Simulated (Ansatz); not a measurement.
# ZnGeN: the cost of one run

Computed with Ansatz 0.2.0 (DFT PBE, scalar-relativistic, plane waves, PAW, unless a step's input says otherwise).

## Step 1: The system as given

The structure is hexagonal, space group P6mm (No. 183). Conventional cell: a = 2.797 Å, b = 2.797 Å, c = 6.873 Å, α = 90.00°, β = 90.00°, γ = 120.00°. Zn (site symmetry 6mm) is surrounded by 1 Ge at 2.17 Å. Ge (site symmetry 6mm) is surrounded by 1 N at 1.69 Å. Around N (site symmetry 6mm) lie 1 Ge at 1.69 Å.

As a file:

```cif
data_structure
_symmetry_space_group_name_H-M 'P6mm'
_symmetry_Int_Tables_number 183
_cell_length_a 2.7971
_cell_length_b 2.7971
_cell_length_c 6.8729
_cell_angle_alpha 90.000
_cell_angle_beta 90.000
_cell_angle_gamma 120.000
_cell_volume 46.57
loop_
_atom_site_label
_atom_site_type_symbol
_atom_site_symmetry_multiplicity
_atom_site_Wyckoff_symbol
_atom_site_fract_x
_atom_site_fract_y
_atom_site_fract_z
_atom_site_occupancy
Zn1 Zn 1 a 0.00000 0.00000 0.49229 1
Ge1 Ge 1 a 0.00000 0.00000 0.17717 1
N1 N 1 a 0.00000 0.00000 0.93130 1
```

A structure generator made this guess: random cell by space group and Wyckoff sites (P6mm, No. 183). Its size is a rough estimate.

## Step 2: The guess as it stands, on a coarse mesh

The input, input.yaml:

```yaml
crystal:
  lattice:
    - [2.79708393, 0.0, 0.0]
    - [-1.39854197, 2.42234574, 0.0]
    - [0.0, 0.0, 6.87292001]
  atoms:
    - { symbol: Zn, position: [0.0, 0.0, 0.49228672] }
    - { symbol: Ge, position: [0.0, 0.0, 0.17717429] }
    - { symbol: "N", position: [0.0, 0.0, 0.93130292] }
basis:
  ecutwfc: 420
kpoints:
  mp_grid: { grid: [6, 6, 4] }
hamiltonian:
  xc: pbe
scf:
  occupations: { method: gaussian, width: 0.1 }
  lower_state_search: "off"
output:
  forces: true
  stress: true
  eigenvalues: true
```

Command:

```console
$ ansatz run input.yaml --threads 1 --pin off --max-ram 2048MiB --backend cpu --events-out ev --progress --plain --runs-dir out
```

**Question.** How long does this run take on 1 thread of Arm Neoverse V2, shared host, and how much memory does it need?

About 2 s, with a peak of 0.31 GiB.
